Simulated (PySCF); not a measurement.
# Ways to converge the SCF of H2O4W

The same problem is solved with other solver options, one edit a run.

Computed with PySCF 2.14.0. Level: method and basis as typed in the scripts.

6 further runs of the same task are left out: 2 for a known fault of the program, 4 that didn't finish. Runs told in other sessions of the task aren't counted.

## (1) Starting geometry

H2O4W: 7 atoms, charge 0, spin multiplicity 1.

Bond lengths: W1–O2 1.727 Å, W1–O3 1.727 Å, W1–O4 1.901 Å, W1–O5 1.901 Å, O4–H6 0.974 Å, O5–H7 0.974 Å. Angles: O2–W1–O3 107.7°, O2–W1–O4 108.7°, O2–W1–O5 109.9°, O3–W1–O4 109.7°, O3–W1–O5 108.6°, O4–W1–O5 112.1°, W1–O4–H6 125.6°, W1–O5–H7 125.8°.

## (2) Base script

Input file input.py:

```python
from pyscf import gto, scf, mp

mol = gto.M(
    atom='W 0.0152 0.0109 -0.0004; O 0.1482 1.2667 -1.1781; O 1.5171 -0.0758 0.847; O -0.3108 -1.6331 -0.8983; O -1.3601 0.4315 1.2434; H 0.2304 -2.4396 -0.8189; H -1.9745 1.1852 1.1808',
    basis='lanl2dz',
    ecp={'W': 'lanl2dz'},
    charge=0,
    spin=0,
    verbose=4,
)
mf = scf.RHF(mol)
mf.level_shift = 0.3
mf.kernel()
mp.MP2(mf, frozen=4).kernel()
mf.dip_moment()
print('orbital energies (hartree):', mf.mo_energy[..., max(0, mol.nelec[1]-3):mol.nelec[0]+3].round(4))
```

Command:

```
$ OMP_NUM_THREADS=1 python input.py
```

The log of this run is left out.

## (3) Point-group symmetry on

Run 1 changes point-group symmetry: off → on.

Changes to input.py since step 2:

```diff
@@ -8,2 +8,3 @@
     spin=0,
+    symmetry=True,
     verbose=4,
```

## (4) Level shift 1 hartree

Run 2 changes level shift: 0.3 hartree → 1 hartree.

Changes to input.py since step 2:

```diff
@@ -11,3 +11,3 @@
 mf = scf.RHF(mol)
-mf.level_shift = 0.3
+mf.level_shift = 1.0
 mf.kernel()
```

Before running it: what results should come out? Wanted: for each run, E(SCF); from base; gap; SCF dipole; after the SCF.

As calculated:

| run | E(SCF) (hartree) | from base (eV) | cycles | gap (eV) | SCF dipole (D) | after the SCF |
| --- | --- | --- | --- | --- | --- | --- |
| base | -367.800415 | 0 | 16 | 14.01 | 3.02 | MP2 correlation -22.089 eV, core frozen |
| point-group symmetry on | -367.800415 | 0.0000 | 16 | 14.01 | 3.02 | MP2 correlation -22.089 eV, core frozen |
| level shift 1 hartree | -367.800415 | 0.0000 | 24 | 14.01 | 3.02 | MP2 correlation -22.089 eV, core frozen |

Distance from each run's final energy (log10 hartree) by cycle:

| run | cycle 1 | cycle 2 | cycle 3 | cycle 5 | cycle 8 | cycle 12 |
| --- | --- | --- | --- | --- | --- | --- |
| base | 0.0 | -0.2 | -1.3 | -3.4 | -4.8 | -7.2 |
| point-group symmetry on | 0.0 | -0.2 | -1.3 | -3.4 | -4.8 | -7.2 |
| level shift 1 hartree | -0.1 | -1.3 | -1.8 | -2.6 | -3.5 | -4.8 |

What this shows: The SCF energy stays the same, to the digits that matter, with point-group symmetry on or level shift 1 hartree. The base needs 16 cycles and the run with level shift 1 hartree needs 24.
